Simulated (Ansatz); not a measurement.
Born–Oppenheimer molecular dynamics of a periodic cell of 16 atoms, Ta (start crystal Ta, start structure bcc, volume 1.15 times the crystal's). It goes on from the last frame of an earlier run, with new velocities.

All numbers below come from DFT LDA, scalar-relativistic, plane waves, PAW in Ansatz. Settings: accuracy low, cutoff 420 eV, k mesh 2x2x2, fermi-dirac smearing 0.17 eV, no spin polarisation.

```
ensemble        : NVT, Nosé–Hoover chain
time step       : 4.5 fs
steps asked     : 130
set temperature : 1400 K
thermostat      : time constant 5 fs, chain length 1
seed            : 367391
```

Frames 9 fs apart, positions in Å.

Velocities at 90.0 fs (Å/ps):

```
Ta -0.07 0.05 -2.90
Ta -2.46 0.20 -3.95
Ta 0.81 1.65 1.69
Ta 4.08 0.56 -0.99
Ta 1.14 0.94 -0.43
Ta 1.65 2.20 1.41
Ta -6.61 0.02 -2.62
Ta 4.42 -1.98 -3.91
Ta 0.06 -0.67 2.36
Ta -0.13 -0.17 -2.10
Ta -4.64 0.29 4.05
Ta 4.70 -1.72 1.33
Ta 0.30 -4.14 2.56
Ta -0.85 2.17 1.01
Ta -3.58 -0.54 -0.14
Ta 1.18 1.14 2.64
```

```xyz
16
Lattice="6.9357 0.0000 0.0000 0.0000 6.9357 0.0000 0.0000 0.0000 6.9357" Properties=species:S:1:pos:R:3 time_fs=90.0 energy_less_start_eV=0.680 T=1372
Ta 0.102 -0.051 -0.206
Ta 3.153 -0.030 -0.007
Ta 0.110 3.286 -0.248
Ta -0.620 -0.155 3.415
Ta 1.787 1.532 1.964
Ta 2.970 3.258 0.250
Ta 3.664 0.206 3.641
Ta 5.138 2.031 1.696
Ta 0.046 3.231 3.615
Ta 1.327 5.221 1.714
Ta 1.698 1.521 4.964
Ta 3.408 3.565 3.515
Ta 5.336 5.327 1.748
Ta 5.103 1.711 5.344
Ta 1.590 5.067 4.956
Ta 5.080 4.893 5.867
16
Lattice="6.9357 0.0000 0.0000 0.0000 6.9357 0.0000 0.0000 0.0000 6.9357" Properties=species:S:1:pos:R:3 time_fs=99.0 energy_less_start_eV=0.502 T=1399
Ta 0.099 -0.051 -0.230
Ta 3.133 -0.028 -0.041
Ta 0.118 3.300 -0.231
Ta -0.578 -0.146 3.411
Ta 1.796 1.540 1.958
Ta 2.987 3.278 0.261
Ta 3.604 0.204 3.616
Ta 5.175 2.012 1.662
Ta 0.044 3.227 3.633
Ta 1.328 5.219 1.696
Ta 1.657 1.524 5.002
Ta 3.450 3.548 3.526
Ta 5.336 5.286 1.766
Ta 5.096 1.731 5.353
Ta 1.559 5.064 4.958
Ta 5.088 4.905 5.887
16
Lattice="6.9357 0.0000 0.0000 0.0000 6.9357 0.0000 0.0000 0.0000 6.9357" Properties=species:S:1:pos:R:3 time_fs=108.0 energy_less_start_eV=0.312 T=1429
Ta 0.091 -0.053 -0.250
Ta 3.116 -0.026 -0.075
Ta 0.128 3.314 -0.210
Ta -0.526 -0.131 3.413
Ta 1.801 1.550 1.951
Ta 3.009 3.301 0.269
Ta 3.544 0.196 3.587
Ta 5.210 1.989 1.631
Ta 0.036 3.228 3.646
Ta 1.333 5.215 1.681
Ta 1.619 1.530 5.043
Ta 3.491 3.528 3.537
Ta 5.329 5.239 1.777
Ta 5.088 1.751 5.361
Ta 1.530 5.062 4.965
Ta 5.092 4.918 5.901
16
Lattice="6.9357 0.0000 0.0000 0.0000 6.9357 0.0000 0.0000 0.0000 6.9357" Properties=species:S:1:pos:R:3 time_fs=117.0 energy_less_start_eV=0.128 T=1352
Ta 0.079 -0.056 -0.265
Ta 3.103 -0.025 -0.105
Ta 0.137 3.327 -0.185
Ta -0.468 -0.111 3.421
Ta 1.802 1.560 1.941
Ta 3.035 3.325 0.274
Ta 3.488 0.183 3.558
Ta 5.239 1.964 1.605
Ta 0.024 3.232 3.651
Ta 1.343 5.211 1.670
Ta 1.586 1.538 5.082
Ta 3.528 3.507 3.546
Ta 5.318 5.189 1.781
Ta 5.080 1.770 5.367
Ta 1.506 5.063 4.978
Ta 5.093 4.933 5.907
16
Lattice="6.9357 0.0000 0.0000 0.0000 6.9357 0.0000 0.0000 0.0000 6.9357" Properties=species:S:1:pos:R:3 time_fs=126.0 energy_less_start_eV=-0.066 T=1452
Ta 0.061 -0.060 -0.274
Ta 3.095 -0.024 -0.133
Ta 0.147 3.338 -0.157
Ta -0.405 -0.087 3.433
Ta 1.799 1.571 1.927
Ta 3.066 3.351 0.277
Ta 3.436 0.167 3.529
Ta 5.263 1.937 1.583
Ta 0.005 3.240 3.651
Ta 1.357 5.207 1.662
Ta 1.558 1.548 5.121
Ta 3.562 3.485 3.554
Ta 5.304 5.137 1.782
Ta 5.072 1.786 5.371
Ta 1.485 5.067 4.995
Ta 5.089 4.949 5.906
16
Lattice="6.9357 0.0000 0.0000 0.0000 6.9357 0.0000 0.0000 0.0000 6.9357" Properties=species:S:1:pos:R:3 time_fs=135.0 energy_less_start_eV=-0.276 T=1366
Ta 0.039 -0.065 -0.277
Ta 3.090 -0.023 -0.157
Ta 0.156 3.349 -0.126
Ta -0.339 -0.061 3.447
Ta 1.792 1.583 1.910
Ta 3.100 3.376 0.276
Ta 3.389 0.146 3.501
Ta 5.283 1.907 1.567
Ta -0.017 3.250 3.644
Ta 1.375 5.203 1.658
Ta 1.535 1.560 5.157
Ta 3.591 3.461 3.561
Ta 5.286 5.085 1.780
Ta 5.063 1.800 5.373
Ta 1.469 5.074 5.017
Ta 5.082 4.965 5.897
16
Lattice="6.9357 0.0000 0.0000 0.0000 6.9357 0.0000 0.0000 0.0000 6.9357" Properties=species:S:1:pos:R:3 time_fs=144.0 energy_less_start_eV=-0.507 T=1411
Ta 0.013 -0.070 -0.273
Ta 3.089 -0.024 -0.177
Ta 0.162 3.360 -0.092
Ta -0.273 -0.035 3.461
Ta 1.781 1.596 1.890
Ta 3.137 3.401 0.273
Ta 3.347 0.122 3.475
Ta 5.298 1.876 1.556
Ta -0.043 3.263 3.632
Ta 1.397 5.199 1.659
Ta 1.519 1.575 5.188
Ta 3.614 3.438 3.566
Ta 5.268 5.037 1.776
Ta 5.054 1.811 5.372
Ta 1.458 5.083 5.041
Ta 5.072 4.981 5.880
16
Lattice="6.9357 0.0000 0.0000 0.0000 6.9357 0.0000 0.0000 0.0000 6.9357" Properties=species:S:1:pos:R:3 time_fs=153.0 energy_less_start_eV=-0.766 T=1419
Ta -0.016 -0.076 -0.263
Ta 3.091 -0.025 -0.192
Ta 0.165 3.369 -0.055
Ta -0.206 -0.009 3.475
Ta 1.766 1.610 1.867
Ta 3.177 3.426 0.268
Ta 3.308 0.096 3.450
Ta 5.308 1.842 1.552
Ta -0.072 3.277 3.615
Ta 1.424 5.196 1.665
Ta 1.509 1.592 5.213
Ta 3.633 3.414 3.570
Ta 5.247 4.990 1.772
Ta 5.046 1.818 5.368
Ta 1.453 5.095 5.068
Ta 5.060 4.997 5.854
16
Lattice="6.9357 0.0000 0.0000 0.0000 6.9357 0.0000 0.0000 0.0000 6.9357" Properties=species:S:1:pos:R:3 time_fs=162.0 energy_less_start_eV=-1.032 T=1361
Ta -0.046 -0.081 -0.247
Ta 3.098 -0.027 -0.202
Ta 0.162 3.378 -0.017
Ta -0.141 0.015 3.487
Ta 1.748 1.623 1.843
Ta 3.217 3.448 0.260
Ta 3.275 0.068 3.430
Ta 5.313 1.807 1.553
Ta -0.102 3.293 3.596
Ta 1.453 5.194 1.675
Ta 1.505 1.610 5.231
Ta 3.646 3.392 3.571
Ta 5.227 4.950 1.768
Ta 5.038 1.822 5.362
Ta 1.452 5.108 5.096
Ta 5.047 5.013 5.820
16
Lattice="6.9357 0.0000 0.0000 0.0000 6.9357 0.0000 0.0000 0.0000 6.9357" Properties=species:S:1:pos:R:3 time_fs=171.0 energy_less_start_eV=-1.308 T=1445
Ta -0.078 -0.085 -0.225
Ta 3.107 -0.030 -0.206
Ta 0.154 3.387 0.022
Ta -0.080 0.038 3.497
Ta 1.728 1.637 1.817
Ta 3.259 3.467 0.250
Ta 3.244 0.038 3.412
Ta 5.314 1.770 1.560
Ta -0.131 3.309 3.575
Ta 1.486 5.194 1.689
Ta 1.507 1.629 5.243
Ta 3.654 3.370 3.571
Ta 5.207 4.915 1.764
Ta 5.032 1.821 5.355
Ta 1.457 5.122 5.125
Ta 5.033 5.027 5.779
16
Lattice="6.9357 0.0000 0.0000 0.0000 6.9357 0.0000 0.0000 0.0000 6.9357" Properties=species:S:1:pos:R:3 time_fs=180.0 energy_less_start_eV=-1.569 T=1361
Ta -0.108 -0.087 -0.199
Ta 3.120 -0.034 -0.205
Ta 0.140 3.395 0.062
Ta -0.022 0.058 3.505
Ta 1.705 1.650 1.790
Ta 3.300 3.483 0.238
Ta 3.216 0.008 3.398
Ta 5.311 1.733 1.572
Ta -0.159 3.326 3.553
Ta 1.521 5.194 1.706
Ta 1.513 1.650 5.249
Ta 3.656 3.350 3.569
Ta 5.188 4.887 1.759
Ta 5.027 1.817 5.346
Ta 1.465 5.138 5.153
Ta 5.019 5.042 5.729
16
Lattice="6.9357 0.0000 0.0000 0.0000 6.9357 0.0000 0.0000 0.0000 6.9357" Properties=species:S:1:pos:R:3 time_fs=189.0 energy_less_start_eV=-1.801 T=1413
Ta -0.137 -0.088 -0.168
Ta 3.136 -0.038 -0.199
Ta 0.120 3.402 0.100
Ta 0.030 0.075 3.511
Ta 1.683 1.663 1.763
Ta 3.338 3.495 0.223
Ta 3.192 -0.021 3.387
Ta 5.305 1.696 1.590
Ta -0.184 3.343 3.532
Ta 1.557 5.195 1.726
Ta 1.524 1.671 5.250
Ta 3.653 3.332 3.565
Ta 5.170 4.866 1.755
Ta 5.024 1.810 5.337
Ta 1.477 5.155 5.181
Ta 5.006 5.056 5.673
```

Of the whole run (585 fs, mean temperature of the second half 1398 K): The conserved energy stayed within 0.31 meV per atom of its start (net change -0.17 meV per atom), so the integration is sound. A run of 0.58 ps of so small a system gives no equilibrium averages. Limits of this set-up: coarse k mesh, low accuracy level.

Run time: 14 min on 2 threads of Arm Neoverse V2, on a shared host, peak memory 1.1 GiB.
